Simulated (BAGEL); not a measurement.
**SiN2H4F− (SMILES N[Si-](N)F): PBE0/cc-pVDZ (density fitting with qzvpp-jkfit)**

What is the energy change on altering one bond length of SiN2H4F− at PBE0/cc-pVDZ (density fitting with qzvpp-jkfit)? 

Program for the calculation: BAGEL 1.2.2.

1 further run of the same task is left out (set aside as unsound or not needed). Runs told in other sessions of the task aren't counted.

### 1 The molecule

The species is SiN2H4F− (8 atoms), meant as a singlet with charge -1. SMILES: `N[Si-](N)F`. Geometry: relaxed at GFN2-xTB. This is one conformer, not always the lowest.

Bond lengths: N1–Si2 1.782 Å, Si2–N3 1.815 Å, Si2–F4 1.753 Å, N1–H5 1.014 Å, N1–H6 1.020 Å, N3–H7 1.014 Å, N3–H8 1.014 Å. Angles: N1–Si2–N3 97.5°, N1–Si2–F4 101.6°, N3–Si2–F4 94.4°, Si2–N1–H5 111.9°, Si2–N1–H6 114.6°, Si2–N3–H7 110.6°, Si2–N3–H8 111.0°, H5–N1–H6 107.5°, H7–N3–H8 106.9°.

### 2 A single-point energy at PBE0/cc-pVDZ (density fitting with qzvpp-jkfit)

The input, calc.json:

```json
{ "bagel" : [

{
  "title" : "molecule",
  "basis" : "cc-pvdz.json",
  "df_basis" : "qzvpp-jkfit",
  "angstrom" : "true",
  "geometry" : [
    { "atom" : "N", "xyz" : [      -0.281310,       1.373800,      -0.294860 ] },
    { "atom" : "Si", "xyz" : [       0.237770,      -0.229340,      -0.873310 ] },
    { "atom" : "N", "xyz" : [       0.642260,      -0.946060,       0.743850 ] },
    { "atom" : "F", "xyz" : [      -1.295860,      -1.066960,      -1.011040 ] },
    { "atom" : "H", "xyz" : [      -0.855770,       1.855070,      -0.977850 ] },
    { "atom" : "H", "xyz" : [      -0.796580,       1.361580,       0.585090 ] },
    { "atom" : "H", "xyz" : [       1.404730,      -0.438480,       1.179350 ] },
    { "atom" : "H", "xyz" : [       0.944750,      -1.909620,       0.648780 ] }
  ]
},

{
  "title" : "ks",
  "xc_func" : "pbe0",
  "charge" : -1
},

{
  "title" : "print",
  "file" : "orbitals.molden",
  "orbitals" : "true"
}

]}
```

The basis set cc-pVDZ is read from a file made from the Basis Set Exchange's data (not shown).

On the command line:

```
$ BAGEL_NUM_THREADS=1 BAGEL calc.json > calc.out
```

Standard output:

```text
* using 1 threads per process

  ===============================================================
  ===============================================================

  *** Geometry ***

  { "atom" : "N", "xyz" : [     -0.531599,      2.596106,     -0.557205 ] },
  { "atom" : "Si", "xyz" : [      0.449320,     -0.433390,     -1.650317 ] },
  { "atom" : "N", "xyz" : [      1.213696,     -1.787794,      1.405673 ] },
  { "atom" : "F", "xyz" : [     -2.448820,     -2.016262,     -1.910589 ] },
  { "atom" : "H", "xyz" : [     -1.617171,      3.505574,     -1.847869 ] },
  { "atom" : "H", "xyz" : [     -1.505318,      2.573013,      1.105660 ] },
  { "atom" : "H", "xyz" : [      2.654555,     -0.828607,      2.228649 ] },
  { "atom" : "H", "xyz" : [      1.785319,     -3.608659,      1.226017 ] },

  Number of auxiliary basis functions:      431

  Since a DF basis is specified, we compute 2- and 3-index integrals:
    o Being stored without compression. Storage requirement is 0.022 GB

  Number of basis functions:       80
  Number of electrons      :       41

    * METHOD: MOLECULE                             0.18

  *** Kohn-Sham DFT ***

    * Removing 14429 points whose weight is below 1.00e-10
    * Grid points: 104819

  === Nuclear Repulsion ===
   169.4277109290

       - DIIS with orbital gradients will be used.

  === KS iteration (pbe0 / cc-pvdz.json) ===
      0       -476.22461318          0.11612297           0.31
      1       -463.22323806          0.14604382           0.29
      2       -428.82864544          0.30372056           0.29
      3       -482.17081417          0.12471526           0.29
      4       -492.74394640          0.11879106           0.29
      5       -500.56217090          0.02792040           0.29
      6       -500.67941285          0.02421036           0.29
      7       -500.95525299          0.00686851           0.29
      8       -500.98275340          0.00301439           0.29
      9       -500.98947877          0.00047138           0.29
     10       -500.98959089          0.00017976           0.29
     11       -500.98960490          0.00006194           0.29
     12       -500.98960697          0.00001012           0.29
     13       -500.98960700          0.00000431           0.29
     14       -500.98960702          0.00000102           0.29
     15       -500.98960702          0.00000060           0.29
     16       -500.98960702          0.00000013           0.29
     17       -500.98960702          0.00000009           0.29
     18       -500.98960702          0.00000002           0.29
     19       -500.98960702          0.00000000           0.29
    * SCF iteration converged.

    * Permanent dipole moment:
           (    0.111531,    -0.196851,    -0.849689) a.u.

    * METHOD: KS                                   6.45

    * METHOD: PRINT                                0.02

  ===============================================================
```

It took 6.9 s on 1 thread of Arm Neoverse V1, shared host; peak memory 0.4 GiB.

### 3 The distorted shape

The input, input.json:

```json
{ "bagel" : [

{
  "title" : "molecule",
  "basis" : "cc-pvdz.json",
  "df_basis" : "qzvpp-jkfit",
  "angstrom" : true,
  "geometry" : [
    { "atom" : "N", "xyz" : [      -0.604891,       1.947157,      -1.588546 ] },
    { "atom" : "Si", "xyz" : [      -0.085811,       0.344017,      -2.166996 ] },
    { "atom" : "N", "xyz" : [       0.642260,      -0.946060,       0.743850 ] },
    { "atom" : "F", "xyz" : [      -1.619441,      -0.493603,      -2.304726 ] },
    { "atom" : "H", "xyz" : [      -1.179351,       2.428427,      -2.271536 ] },
    { "atom" : "H", "xyz" : [      -1.120161,       1.934937,      -0.708596 ] },
    { "atom" : "H", "xyz" : [       1.404730,      -0.438480,       1.179350 ] },
    { "atom" : "H", "xyz" : [       0.944750,      -1.909620,       0.648780 ] }
  ]
},

{
  "title" : "ks",
  "xc_func" : "pbe0",
  "charge" : -1
},

{
  "title" : "print",
  "file" : "orbitals.molden",
  "orbitals" : true
}

]}
```

The basis set cc-pVDZ is read from a file made from the Basis Set Exchange's data (not shown).

On the command line:

```
$ BAGEL_NUM_THREADS=1 BAGEL input.json > input.out
```

Standard output:

```text
* using 1 threads per process

  ===============================================================
  ===============================================================

  *** Geometry ***

  { "atom" : "N", "xyz" : [     -1.143078,      3.679593,     -3.001917 ] },
  { "atom" : "Si", "xyz" : [     -0.162159,      0.650098,     -4.095029 ] },
  { "atom" : "N", "xyz" : [      1.213696,     -1.787794,      1.405673 ] },
  { "atom" : "F", "xyz" : [     -3.060300,     -0.932774,     -4.355301 ] },
  { "atom" : "H", "xyz" : [     -2.228650,      4.589062,     -4.292581 ] },
  { "atom" : "H", "xyz" : [     -2.116798,      3.656501,     -1.339052 ] },
  { "atom" : "H", "xyz" : [      2.654555,     -0.828607,      2.228649 ] },
  { "atom" : "H", "xyz" : [      1.785319,     -3.608659,      1.226017 ] },

  Number of auxiliary basis functions:      431

  Since a DF basis is specified, we compute 2- and 3-index integrals:
    o Being stored without compression. Storage requirement is 0.022 GB

  Number of basis functions:       80
  Number of electrons      :       41

    * METHOD: MOLECULE                             0.18

  *** Kohn-Sham DFT ***

    * Removing 12538 points whose weight is below 1.00e-10
    * Grid points: 106710

  === Nuclear Repulsion ===
   145.2530575891

       - DIIS with orbital gradients will be used.

  === KS iteration (pbe0 / cc-pvdz.json) ===
      0       -457.39778370          0.10366749           0.31
      1       -264.37282378          0.12849060           0.30
      2       -409.97135599          0.12056806           0.29
      3       -478.14064311          0.05166850           0.29
      4       -450.13317755          0.14224565           0.29
      5       -490.17545967          0.08846326           0.29
      6       -493.56710888          0.06165740           0.29
      7       -490.15455772          0.09290601           0.29
      8       -489.73640393          0.09434007           0.30
      9       -476.89015764          0.07919015           0.29
     10       -500.14686422          0.03352334           0.29
     11       -500.19273067          0.02815739           0.29
     12       -500.45583986          0.02240678           0.29
     13       -500.84540774          0.00786952           0.30
     14       -500.80306842          0.01065880           0.30
     15       -500.84578411          0.00838199           0.30
     16       -500.88755336          0.00158404           0.29
     17       -500.88898226          0.00033826           0.29
     18       -500.88903779          0.00013488           0.30
     19       -500.88904870          0.00004957           0.30
     20       -500.88905017          0.00000731           0.29
     21       -500.88905021          0.00000233           0.30
     22       -500.88905021          0.00000143           0.30
     23       -500.88905021          0.00000033           0.30
     24       -500.88905021          0.00000007           0.30
     25       -500.88905021          0.00000002           0.30
     26       -500.88905021          0.00000001           0.30
    * SCF iteration converged.

    * Permanent dipole moment:
           (    0.760851,    -1.251533,     1.107591) a.u.

    * METHOD: KS                                   8.59

    * METHOD: PRINT                                0.02

  ===============================================================
```

Wall time 9 s (1 thread of Arm Neoverse V1, shared host); peak memory 0.41 GiB.

### 4 Summary of results

Level: PBE0/cc-pVDZ (density fitting with qzvpp-jkfit).

| quantity | value |
| --- | --- |
| first shape: total energy | -500.98961 Eh |
| first shape: HOMO energy | 1.08 eV |
| first shape: LUMO energy | 6.81 eV |
| first shape: HOMO–LUMO gap (to an unbound level, set by the basis) | 5.73 eV |
| distorted shape: total energy | -500.88905 Eh |
| distorted shape: HOMO energy | 0.86 eV |
| distorted shape: LUMO energy | 3.83 eV |
| distorted shape: HOMO–LUMO gap (to an unbound level, set by the basis) | 2.98 eV |
| energy change with the Si2–N3 bond stretched from 1.815 to 3.266 Å | 2.736 eV |

What this shows: With the Si2–N3 bond stretched from 1.815 to 3.266 Å the energy rises by 2.74 eV (63 kcal/mol). The first shape isn't relaxed at this level, so the change isn't measured from a minimum. The HOMO (first shape) lies at positive energy, 1.08 eV, from the functional's self-interaction, a short basis or an electron that isn't bound; only total energies against the neutral tell. The HOMO (distorted shape) lies at positive energy, 0.86 eV, from the functional's self-interaction, a short basis or an electron that isn't bound; only total energies against the neutral tell.
